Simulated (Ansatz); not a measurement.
Li3MnP2, space group P-4m2, a scan of one input key

Program: Ansatz 0.2.0 through its Python package.

Notebook, run cell by cell (the value of a cell's last expression is shown):

**Cell 1**
```python
import warnings

import ansatz as az

warnings.simplefilter('ignore', az.DeckWarning)
```

**Cell 2**
```python
li3mnp2 = (
    az.Lattice.from_parameters(3.958022, 3.958022, 5.626218, alpha=90.0, beta=90.0, gamma=90.0)
    .atom('Li', (0.0, 0.0, 0.0))
    .atom('Li', (0.5, 0.5, 0.0))
    .atom('Li', (0.5, 0.5, 0.5))
    .atom('Mn', (0.0, 0.0, 0.5))
    .atom('P', (0.0, 0.5, 0.289112))
    .atom('P', (0.5, 0.0, 0.710888))
    .moments(Mn=2.8)
)

setup = (
    li3mnp2.calculation()
    .functional('pbesol')
    .kpoints(6, 6, 4)
    .occupations('fermi_dirac', width=0.3)
    .spin('collinear')
    .band_table()
)
typed = setup.input()
rows = []
for value in [0.1, 0.3, 0.6]:
    edited = typed.set(az.key.scf.mixing.beta, value)
    rep = az.Session.from_dict(edited).plan().execute().report
    rows.append((value, rep['free_energy_ev'], rep['n_iterations'], len(rep['eigenvalues_ev'][0]) if 'eigenvalues_ev' in rep else 0))
for row in rows:
    print('; '.join(f'{name} = {round(v, 4) if isinstance(v, float) else v}' for name, v in zip(['beta', 'F eV', 'iterations', 'bands listed'], row)))
print(edited.to_yaml())
```
Output:
```text
beta = 0.1; F eV = -5961.0541; iterations = 12; bands listed = 27
beta = 0.3; F eV = -5961.0541; iterations = 11; bands listed = 27
beta = 0.6; F eV = -5961.0541; iterations = 13; bands listed = 27
crystal:
  lattice:
    a: 3.958022
    b: 3.958022
    c: 5.626218
    alpha: 90.0
    beta: 90.0
    gamma: 90.0
  atoms:
    - { symbol: Li, position: [0.0, 0.0, 0.0] }
    - { symbol: Li, position: [0.5, 0.5, 0.0] }
    - { symbol: Li, position: [0.5, 0.5, 0.5] }
    - { symbol: Mn, position: [0.0, 0.0, 0.5] }
    - { symbol: P, position: [0.0, 0.5, 0.289112] }
    - { symbol: P, position: [0.5, 0.0, 0.710888] }
kpoints:
  mp_grid:
    grid: [6, 6, 4]
hamiltonian:
  xc: pbesol
magnetization:
  spin_polarized: true
  per_species:
    Mn: 2.8
scf:
  occupations:
    method: fermi_dirac
    width: 0.3
  mixing:
    beta: 0.6
output:
  eigenvalues: true
```

Caveats:
- The settings weren't tested for convergence.
- The magnetic order follows from the starting moments and needn't be the lowest.
- The mesh is modest for a metal, so energies can be off by several to tens of meV an atom and pressures by half a GPa or more; differences at equal mesh fare better.
- The smearing is wide enough that free energy and stress hold a thermal part of the electrons.
- This cell is a computed structure, which may not be the phase found in nature.
- Wall time of the script: 54 s on 1 thread of Arm Neoverse V2 (shared host), peak memory 0.45 GiB.
